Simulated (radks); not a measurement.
# Valence configurations of Au⁺

One table from this session's results is given with a row withheld; the runs are named, their logs left out.

Program: radks (a radial shooting solver on a logarithmic mesh, Libxc functionals) version 1. Level of theory: scalar-relativistic Kohn-Sham, LDA (Slater exchange, Perdew-Wang correlation), spin-polarised, spherical densities, point nucleus; open shells are filled with parallel spins first. These are calculated values, not measurements, unless marked.

## The atom as given

- element: gold (Z = 79)
- charge: +1
- electrons: 78
- configuration: [Xe] 4f14 5d10
- others tried: 4f13 5d10 6s1; 4f13.5 5d10 6p0.5; 4f14 5d8 6p2; 4f14 5d9.5 6s0.5; 4f14 5d9 6s1; 4f14 5d8 6s1 6p1; 4f14 5d9 6p1; 4f13.5 5d10 6s0.5; 4f14 5d7 6s2 6p1

The outer shells:

Au⁺
```
[Xe] core
4f [↑↓][↑↓][↑↓][↑↓][↑↓][↑↓][↑↓]
5d [↑↓][↑↓][↑↓][↑↓][↑↓]
```

Set-up of the first run:

Input:

```text
Z 79
configuration [Xe] 4f14 5d10
relativity scalar-relativistic
functional lda,pw
spin polarised
nucleus point
c 137.035999084
```

Steps of the session up to this table: [Xe] 4f14 5d10.

One table of the session follows, with a row left open; its other results are not shown here.

It belongs to the step «[Xe] 4f14 5d10». Radial moments (bohr):

```
level     <r>  outermost maximum (interpolated)  90 % within  nodes
   3d       ?                                 ?            ?      ?
   4s  0.4073                             0.383        0.584      3
   4p  0.4339                             0.403        0.629      2
   4d  0.4586                             0.410        0.684      1
   5s  0.9261                             0.847         1.32      4
   4f  0.4988                             0.375        0.801      0
   5p   1.072                             0.952         1.56      3
   5d   1.577                              1.22         2.47      2
```

Estimate the missing values for 3d.

As computed: <r>: 0.1677; outermost maximum (interpolated): 0.138; 90 % within: 0.260; nodes: 0. In the column «<r>» it is the lowest.
